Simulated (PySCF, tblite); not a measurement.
# C₅HF₃N₂O: geometry, infrared bands and NMR shifts

Wanted: the infrared bands and NMR shifts of C₅HF₃N₂O (`C#Cc1nnc(C(F)(F)F)o1`), by calculation.

Programs: tblite 0.8.0 and PySCF 2.14.0, with density-fitted response routines of our own. Each step states its level of theory. These are calculated values for one molecule in the gas phase, unless marked as measured. Atoms count from 0, in the outputs and in this text.

### Step 1. The molecule as given

12 atoms, charge 0, multiplicity 1; geometry from: force field or distance geometry start.

Bonds of the start (Å): C0–C1 1.21, C1–C2 1.41, C2–N3 1.30, N3–N4 1.38, N4–C5 1.33, C5–C6 1.48, C6–F7 1.36, C6–F8 1.36, C6–F9 1.36, C5–O10 1.38, O10–C2 1.38, C0–H11 1.05.

### Step 2. Optimising the geometry with GFN2-xTB

What the job is given:

```
{"job": {"kind": "relax", "xc": "GFN2-xTB", "basis": "xTB"}, "charge": 0, "multiplicity": 1}
C      3.562800     0.552200    -0.048900
C      2.423600     0.171900     0.100700
C      1.113100    -0.293600     0.301000
N      0.689800    -1.330500     0.961900
N     -0.687400    -1.352200     0.858300
C     -1.015200    -0.304600     0.107800
C     -2.338100     0.182900    -0.345200
F     -3.357300    -0.596200     0.097300
F     -2.428200     0.217000    -1.697400
F     -2.604600     1.439400     0.104100
O      0.092200     0.420800    -0.281500
H      4.550400     0.892200    -0.184300
```

Started as:

```bash
OMP_NUM_THREADS=1 python probes_run.py task.json out
```

One launch serves the whole session: the jobs run in the order shown.

**Question.** This job is followed by: GFN2-xTB harmonic vibrations, gas phase; GIAO PBE0/pcSseg-1 NMR shielding, non-relativistic, gas phase. Predict these results of the whole session: strongest single infrared mode (GFN2-xTB); zero-point energy (GFN2-xTB); ¹³C shifts against TMS (PBE0/pcSseg-1); ¹H shifts against TMS (PBE0/pcSseg-1); ¹⁵N shifts against NH3 (PBE0/pcSseg-1); ¹⁹F shifts against CFCl3 (PBE0/pcSseg-1, means over atoms taken as alike); ¹⁷O shifts against H2O (PBE0/pcSseg-1); surface potential, 1st and 99th percentile.

The runs gave:

```
                                                                 quantity                                value
                                strongest single infrared mode (GFN2-xTB)                1055 cm⁻¹, 320 km/mol
                                             zero-point energy (GFN2-xTB)                        36.0 kcal/mol
                                   ¹³C shifts against TMS (PBE0/pcSseg-1)  161.3, 158.2, 126.4, 99.1, 73.1 ppm
                                    ¹H shifts against TMS (PBE0/pcSseg-1)                             3.34 ppm
                                   ¹⁵N shifts against NH3 (PBE0/pcSseg-1)                     373.4, 369.1 ppm
¹⁹F shifts against CFCl3 (PBE0/pcSseg-1, means over atoms taken as alike)                            -77.7 ppm
                                   ¹⁷O shifts against H2O (PBE0/pcSseg-1)                            341.2 ppm
                                    surface potential, 1st and 99th percentile                   -1.44 V and 2.11 V
```

What this shows: The optimisation took 34 steps and gained 0.185 eV; among the close pairs (by a distance rule), N3–N4 changed most, from 1.381 to 1.332 Å. No mode is imaginary among the 30: a minimum at this level. The strongest single mode, at 1055 cm⁻¹, moves mainly C6. GFN2-xTB is a fitted tight-binding method: band positions and strengths are rough. Its intensities can rank the bands wrongly. NICS(1)zz of -27 ppm above the planar ring from C2 marks a diatropic (aromatic) ring current. By nearest atom (PBE0/pcSseg-1), the HOMO sits on C0 26 %; C1, C5 about 16 % each and the LUMO on C0, C2, C5 about 18 % each; O10 13 %.
